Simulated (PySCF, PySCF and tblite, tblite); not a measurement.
# C₄H₃F₃O: telling isomers apart by computed NMR, part 2 of 3

PySCF and tblite. Atoms count from 0.

## 6. GFN2-xTB relaxation, isomer B, conformer 1

Job settings and geometry (Å):

```
{"job": {"xc": "GFN2-xTB", "basis": "xTB", "kind": "relax"}, "charge": 0, "multiplicity": 1}
O      2.548500    -0.826500     0.299800
C      2.106200     0.114300    -0.373800
C      0.679300     0.418100    -0.485600
C     -0.243400    -0.324800     0.134000
C     -1.711500    -0.119300     0.099700
F     -2.355700    -1.197300    -0.419700
F     -2.219200     0.108600     1.323200
F     -2.045200     0.951500    -0.672600
H      2.783300     0.785300    -0.919800
H      0.399000     1.272000    -1.100200
H      0.064300    -1.179300     0.748700
```

What it wrote:

```text
step      E/eV     max force
  0    -770.15028    2.797
  1    -770.17213    3.405
  2    -770.23330    0.389
  3    -770.23652    0.143
  4    -770.23830    0.147
  5    -770.23884    0.092
  6    -770.23917    0.039
  7    -770.23917    0.039
  8    -770.23929    0.034
  9    -770.23952    0.037
 10    -770.23959    0.028
 11    -770.23977    0.041
 12    -770.23984    0.028
 13    -770.23991    0.033
 14    -770.24000    0.040
 15    -770.24014    0.066
 16    -770.24036    0.073
 17    -770.24059    0.045
 18    -770.24070    0.025
 19    -770.24075    0.019
 20    -770.24076    0.010
 21    -770.24077    0.005
 22    -770.24077    0.005
 23    -770.24077    0.004
```

Run time: 0.08 s. Hardware: 1 thread of Arm Neoverse V2, shared host.

The energy fell by 0.090 eV, and the atoms moved 0.03 Å (root mean square).

**GFN2-xTB relaxation, isomer B, conformer 2**

Job settings and geometry (Å):

```
{"job": {"xc": "GFN2-xTB", "basis": "xTB", "kind": "relax"}, "charge": 0, "multiplicity": 1}
O      2.940800     0.890700    -0.759200
C      2.102800     0.194100    -0.200600
C      0.670400     0.426100    -0.348000
C     -0.234900    -0.339900     0.266200
C     -1.711500    -0.187500     0.183900
F     -2.261300     0.038200     1.392500
F     -2.074400     0.847300    -0.627500
F     -2.283000    -1.300200    -0.315500
H      2.403800    -0.653400     0.462800
H      0.375800     1.256300    -0.990200
H      0.076900    -1.169100     0.909600
```

What it wrote:

```text
step      E/eV     max force
  0    -770.18222    1.920
  1    -770.20479    2.272
  2    -770.23597    0.293
  3    -770.23893    0.145
  4    -770.24108    0.158
  5    -770.24193    0.120
  6    -770.24256    0.069
  7    -770.24310    0.061
  8    -770.24330    0.047
  9    -770.24344    0.038
 10    -770.24344    0.038
 11    -770.24350    0.034
 12    -770.24368    0.035
 13    -770.24373    0.033
 14    -770.24381    0.037
 15    -770.24389    0.032
 16    -770.24393    0.034
 17    -770.24398    0.021
 18    -770.24407    0.022
 19    -770.24409    0.011
 20    -770.24410    0.010
 21    -770.24411    0.013
 22    -770.24412    0.021
 23    -770.24414    0.021
 24    -770.24416    0.012
 25    -770.24417    0.009
 26    -770.24418    0.008
 27    -770.24419    0.009
 28    -770.24419    0.007
 29    -770.24420    0.006
 30    -770.24421    0.008
 31    -770.24421    0.008
 32    -770.24422    0.004
 33    -770.24422    0.002
```

It took 0.11 s on 1 thread of Arm Neoverse V2, shared host.

Gain 0.062 eV; displacement 0.02 Å root mean square.

## 7. Shieldings, isomer B, conformer 1: B3LYP/pcSseg-1 in chloroform

Job settings and geometry (Å):

```
{"job": {"xc": "B3LYP", "basis": "pcSseg-1", "solvent": "chloroform", "kind": "nmr", "pop": false}, "charge": 0, "multiplicity": 1}
O      2.571252    -0.802903     0.278323
C      2.114446     0.102840    -0.361626
C      0.669514     0.403466    -0.475089
C     -0.229450    -0.348087     0.152274
C     -1.706505    -0.106015     0.084880
F     -2.358919    -1.164539    -0.420824
F     -2.227217     0.117722     1.301708
F     -2.034360     0.947363    -0.674138
H      2.759330     0.797183    -0.928278
H      0.381014     1.249222    -1.082143
H      0.066319    -1.193581     0.758592
```

What it wrote:

```text
coarse grid: 10552 points
cycle   1  E = -528.6041590690  dE =  1.372e+00  |g| = 1.174e+00  |ddm| = 3.029e+00
cycle   2  E = -527.9952160801  dE =  6.089e-01  |g| = 2.174e+00  |ddm| = 2.991e+00
cycle   3  E = -528.8290348572  dE = -8.338e-01  |g| = 2.761e-01  |ddm| = 2.428e+00
cycle   4  E = -528.8423724900  dE = -1.334e-02  |g| = 1.009e-01  |ddm| = 2.774e-01
cycle   5  E = -528.8438887955  dE = -1.516e-03  |g| = 2.529e-02  |ddm| = 7.723e-02
cycle   6  E = -528.8440163625  dE = -1.276e-04  |g| = 8.070e-03  |ddm| = 2.076e-02
cycle   7  E = -528.8440294097  dE = -1.305e-05  |g| = 3.032e-03  |ddm| = 6.681e-03
cycle   8  E = -528.8440315003  dE = -2.091e-06  |g| = 6.578e-04  |ddm| = 2.574e-03
final grid: 106968 points
cycle   9  E = -528.9268060985  dE = -3.064e-05  |g| = 7.635e-03  |ddm| = 1.937e-02
cycle  10  E = -528.9267871137  dE =  1.898e-05  |g| = 1.294e-02  |ddm| = 1.396e-02
cycle  11  E = -528.9268158775  dE = -2.876e-05  |g| = 1.919e-03  |ddm| = 1.027e-02
cycle  12  E = -528.9268165189  dE = -6.414e-07  |g| = 2.422e-04  |ddm| = 1.680e-03
cycle  13  E = -528.9268165258  dE = -6.829e-09  |g| = 1.189e-04  |ddm| = 2.002e-04
cycle  14  E = -528.9268165286  dE = -2.836e-09  |g| = 3.191e-05  |ddm| = 9.410e-05
cycle  15  E = -528.9268165288  dE = -2.244e-10  |g| = 1.018e-05  |ddm| = 2.832e-05
converged SCF energy = -528.9268165288

GIAO shielding tensors (ppm)
atom      isotropic    diamagn.    paramagn.     s11        s22        s33       span
  0 O     -331.459     403.444    -734.903   -970.199   -418.617    394.440   1364.639
  1 C      -14.862     243.540    -258.403   -100.301    -40.901     96.614    196.915
  2 C       42.543     257.555    -215.012    -65.657     50.679    142.608    208.265
  3 C       41.912     259.474    -217.562    -63.803     42.636    146.903    210.706
  4 C       46.785     240.520    -193.735     43.128     45.026     52.201      9.073
  5 F      245.428     472.257    -226.829    158.525    245.847    331.912    173.387
  6 F      245.400     472.813    -227.413    158.493    245.823    331.885    173.392
  7 F      265.783     475.441    -209.658    176.803    265.827    354.717    177.914
  8 H       21.762      26.093      -4.331     19.858     21.517     23.910      4.052
  9 H       24.804      32.539      -7.736     20.267     24.134     30.011      9.744
 10 H       24.801      31.864      -7.063     22.945     23.976     27.482      4.537
```

Wall time 14 s (1 thread of Arm Neoverse V2, shared host).

In short: HOMO -7.77 eV, LUMO -2.74 eV; dipole 2.35 D.

## 8. Shieldings, isomer B, conformer 2: B3LYP/pcSseg-1 in chloroform

Job settings and geometry (Å):

```
{"job": {"xc": "B3LYP", "basis": "pcSseg-1", "solvent": "chloroform", "kind": "nmr", "pop": false}, "charge": 0, "multiplicity": 1}
O      2.942661     0.886613    -0.755744
C      2.116595     0.211365    -0.209833
C      0.661692     0.417024    -0.341432
C     -0.216852    -0.358586     0.282972
C     -1.702121    -0.178803     0.171741
F     -2.260057     0.047015     1.372507
F     -2.057517     0.838121    -0.618475
F     -2.293363    -1.279991    -0.320126
H      2.392132    -0.634295     0.447226
H      0.348756     1.235986    -0.975779
H      0.073498    -1.181777     0.920980
```

What it wrote:

```text
coarse grid: 10552 points
cycle   1  E = -528.6060278938  dE =  1.376e+00  |g| = 1.174e+00  |ddm| = 3.024e+00
cycle   2  E = -527.9922206586  dE =  6.138e-01  |g| = 2.179e+00  |ddm| = 3.080e+00
cycle   3  E = -528.8311745615  dE = -8.390e-01  |g| = 2.747e-01  |ddm| = 2.527e+00
cycle   4  E = -528.8446384829  dE = -1.346e-02  |g| = 1.041e-01  |ddm| = 2.803e-01
cycle   5  E = -528.8463175073  dE = -1.679e-03  |g| = 2.471e-02  |ddm| = 8.148e-02
cycle   6  E = -528.8464377349  dE = -1.202e-04  |g| = 7.254e-03  |ddm| = 1.957e-02
cycle   7  E = -528.8464471280  dE = -9.393e-06  |g| = 2.945e-03  |ddm| = 5.591e-03
final grid: 106968 points
cycle   8  E = -528.9289485268  dE = -2.432e-05  |g| = 8.939e-03  |ddm| = 2.043e-02
cycle   9  E = -528.9289076005  dE =  4.093e-05  |g| = 1.681e-02  |ddm| = 1.866e-02
cycle  10  E = -528.9289641514  dE = -5.655e-05  |g| = 1.502e-03  |ddm| = 1.360e-02
cycle  11  E = -528.9289645276  dE = -3.762e-07  |g| = 2.753e-04  |ddm| = 1.236e-03
cycle  12  E = -528.9289645372  dE = -9.640e-09  |g| = 1.451e-04  |ddm| = 2.589e-04
cycle  13  E = -528.9289645421  dE = -4.895e-09  |g| = 3.823e-05  |ddm| = 1.290e-04
cycle  14  E = -528.9289645424  dE = -2.771e-10  |g| = 8.069e-06  |ddm| = 2.889e-05
converged SCF energy = -528.9289645424

GIAO shielding tensors (ppm)
atom      isotropic    diamagn.    paramagn.     s11        s22        s33       span
  0 O     -362.529     397.048    -759.577  -1021.646   -422.692    356.751   1378.396
  1 C      -17.939     247.565    -265.504   -102.251    -34.528     82.960    185.212
  2 C       37.066     254.546    -217.480    -66.292     39.183    138.305    204.597
  3 C       32.926     259.673    -226.747    -82.115     40.937    139.955    222.070
  4 C       47.007     240.391    -193.384     41.602     47.703     51.716     10.114
  5 F      245.213     472.308    -227.095    160.971    243.642    331.026    170.055
  6 F      264.999     475.575    -210.576    179.462    265.499    350.037    170.574
  7 F      245.207     472.303    -227.096    160.976    243.614    331.031    170.055
  8 H       21.911      28.038      -6.127     20.286     20.904     24.541      4.255
  9 H       25.061      32.104      -7.043     20.985     23.611     30.588      9.603
 10 H       25.120      31.294      -6.174     23.544     24.328     27.487      3.943
```

Run time: 13 s. Hardware: 1 thread of Arm Neoverse V2, shared host.

This run: HOMO -7.74 eV, LUMO -2.60 eV; dipole 2.15 D.

## 9. Boltzmann average, isomer B: properties at B3LYP/pcSseg-1 in chloroform

Job settings and geometry (Å):

```
{"job": {"study": "conf", "smiles": "O=C/C=C/C(F)(F)F", "search": {"seed": 7861, "n_embed": 60, "ff_keep": 14, "window": 2.5, "nmax": 6, "temps": [250, 298.15, 350], "t_ref": 298.15, "order": 0.002}, "level": {"nmr": {"xc": "B3LYP", "basis": "pcSseg-1", "solvent": "chloroform"}}, "kind": "conf"}, "charge": 0, "multiplicity": 1}
O      2.942661     0.886613    -0.755744
C      2.116595     0.211365    -0.209833
C      0.661692     0.417024    -0.341432
C     -0.216852    -0.358586     0.282972
C     -1.702121    -0.178803     0.171741
F     -2.260057     0.047015     1.372507
F     -2.057517     0.838121    -0.618475
F     -2.293363    -1.279991    -0.320126
H      2.392132    -0.634295     0.447226
H      0.348756     1.235986    -0.975779
H      0.073498    -1.181777     0.920980
```

What it wrote:

```text
conformer  sym    E(xTB)   E(DFT)   G(298.15 K)  weight  dipole/D
    1     Cs      0.079    1.267    1.178   0.1204    2.345
    2     Cs      0.000    0.000    0.000   0.8796    2.149

mean shielding (ppm) by class
class atoms           250 K   298.15 K      350 K
  0 O  0           -359.917   -358.789   -357.675
  1 C  1            -17.681    -17.569    -17.459
  2 C  2             37.526     37.725     37.921
  3 C  3             33.681     34.007      34.33
  4 C  4             46.988      46.98     46.972
  5 F  5,6,7         251.84    251.854    251.869
  6 H  8             21.898     21.893     21.887
  7 H  9             25.039      25.03     25.021
  8 H  10            25.093     25.081      25.07
```

It took 28 s on 1 thread of Arm Neoverse V2, shared host. This counts the runs that the step sums up.

The search (ETKDG and KDG, MMFF94s, GFN2-xTB) embedded 60 structures, kept 2 distinct ones after the force field and 2 after xTB; 2 were carried on (window 2.5 kcal/mol at the search's own energies). Energies: B3LYP/pcSseg-1 in chloroform with D3(BJ).

Conformer by conformer (298 K):

```tsv
no.	group	mirror pair	ΔE xTB	ΔE DFT	ΔG	weight (%)	μ (D)	O0–C1–C2–C3 (°)	A, B, C (GHz)
1	Cs	no	0.08	1.27	1.18	12.0	2.35	0	4.58, 1.03, 0.98
2	Cs	no	0.00	0.00	0.00	88.0	2.15	180	5.17, 0.92, 0.90
```

Energies in kcal/mol. ΔG holds xTB vibrations and rotation, symmetry numbers and mirror pairs.

Weights (%) by temperature:

```tsv
no.	250 K	298 K	350 K
2	91.6	88.0	84.4
1	8.4	12.0	15.6
```

How the weights hang on the way they are made:

```tsv
scheme	2	1	mean μ (D)
DFT free energy	88	12	2.17
DFT energy, symmetry counted	89	11	2.17
DFT energy alone	89	11	2.17
xTB energy, symmetry counted	53	47	2.24
xTB free energy	50	50	2.25
lowest conformer only	100	0	2.15
equal weights	50	50	2.25
```

Shifts against references run at the same level (1H TMS 31.81, 13C TMS 182.6 ppm of shielding), by class of atoms, at 298 K:

```tsv
atoms	environment	no. 2	no. 1	average
C1	aldehyde carbonyl carbon	200.5	197.4	200.1
C3	β carbon of a C=C–C=O unit	149.6	140.6	148.6
C2	α carbon of a C=C–C=O unit	145.5	140.0	144.8
C4	CF3 carbon	135.6	135.8	135.6
H8	hydrogen on an aldehyde carbonyl carbon	9.90	10.05	9.92
H9	hydrogen on an α carbon of a C=C–C=O unit	6.75	7.01	6.78
H10	hydrogen on a β carbon of a C=C–C=O unit	6.69	7.01	6.73
O0	aldehyde oxygen	-362.5 (σ)	-331.5 (σ)	-358.8 (σ)
F5, F6, F7	fluorine of a CF3 group	251.8 (σ)	252.2 (σ)	251.9 (σ)
```

Effective distances for nuclear Overhauser effects, ⟨r⁻⁶⟩^(−1/6) over all pairs of two classes (Å): H8···H10 2.48; H8···H9 2.94; H9···H10 3.08.

## 10. Shieldings, isomer A, conformer 1: LC-wPBE/pcSseg-1 in dichloromethane

Job settings and geometry (Å):

```
{"job": {"xc": "LC-wPBE", "basis": "pcSseg-1", "solvent": "dichloromethane", "kind": "nmr", "pop": false}, "charge": 0, "multiplicity": 1}
O     -2.734724    -0.836136    -0.042631
C     -1.555571    -0.690986     0.120022
C     -0.929739     0.656463     0.158046
C      0.369465     0.889041     0.334065
C      1.392292    -0.196503     0.520826
F      2.612001     0.314953     0.674739
F      1.125821    -0.944780     1.600128
F      1.428811    -1.026022    -0.531018
H     -0.859257    -1.540031     0.251577
H     -1.621370     1.483276     0.028274
H      0.777694     1.893396     0.354011
```

What it wrote:

```text
coarse grid: 10552 points
cycle   1  E = -528.2037652972  dE =  1.672e+00  |g| = 1.265e+00  |ddm| = 2.956e+00
cycle   2  E = -528.1173204384  dE =  8.644e-02  |g| = 1.570e+00  |ddm| = 1.729e+00
cycle   3  E = -528.5034844640  dE = -3.862e-01  |g| = 1.052e-01  |ddm| = 1.058e+00
cycle   4  E = -528.5053157569  dE = -1.831e-03  |g| = 6.521e-02  |ddm| = 9.136e-02
cycle   5  E = -528.5060983909  dE = -7.826e-04  |g| = 1.499e-02  |ddm| = 5.952e-02
cycle   6  E = -528.5061685279  dE = -7.014e-05  |g| = 4.783e-03  |ddm| = 2.017e-02
cycle   7  E = -528.5061817620  dE = -1.323e-05  |g| = 1.689e-03  |ddm| = 1.057e-02
cycle   8  E = -528.5061835463  dE = -1.784e-06  |g| = 5.146e-04  |ddm| = 4.481e-03
final grid: 106968 points
cycle   9  E = -528.6074743389  dE = -7.056e-05  |g| = 1.396e-02  |ddm| = 3.362e-02
cycle  10  E = -528.6074684585  dE =  5.880e-06  |g| = 1.470e-02  |ddm| = 1.431e-02
cycle  11  E = -528.6074990605  dE = -3.060e-05  |g| = 7.511e-04  |ddm| = 6.485e-03
cycle  12  E = -528.6074992038  dE = -1.433e-07  |g| = 5.157e-04  |ddm| = 7.174e-04
cycle  13  E = -528.6074992083  dE = -4.572e-09  |g| = 1.100e-04  |ddm| = 5.202e-04
cycle  14  E = -528.6074992114  dE = -3.062e-09  |g| = 3.199e-05  |ddm| = 1.109e-04
cycle  15  E = -528.6074992118  dE = -4.610e-10  |g| = 1.513e-05  |ddm| = 8.116e-05
converged SCF energy = -528.6074992118

GIAO shielding tensors (ppm)
atom      isotropic    diamagn.    paramagn.     s11        s22        s33       span
  0 O     -349.235     398.117    -747.352  -1026.381   -407.075    385.752   1412.133
  1 C      -13.932     250.110    -264.042    -99.836    -46.504    104.543    204.379
  2 C       38.954     255.599    -216.645    -74.315     47.352    143.825    218.140
  3 C       38.122     257.181    -219.059    -85.281     57.186    142.461    227.742
  4 C       58.552     242.048    -183.497     49.679     58.829     67.147     17.468
  5 F      263.990     471.003    -207.013    198.870    244.014    349.087    150.217
  6 F      243.765     474.803    -231.038    165.625    238.039    327.631    162.006
  7 F      243.754     476.408    -232.654    165.606    238.035    327.620    162.015
  8 H       21.373      29.288      -7.915     18.889     19.613     25.617      6.728
  9 H       24.954      30.332      -5.378     22.464     23.801     28.598      6.134
 10 H       24.189      29.749      -5.559     22.067     22.552     27.949      5.883
```

Wall time 16 s (1 thread of Arm Neoverse V2, shared host).

This run: HOMO -10.78 eV, LUMO -0.08 eV; dipole 2.97 D.

(Continued in part 3 of 3.)
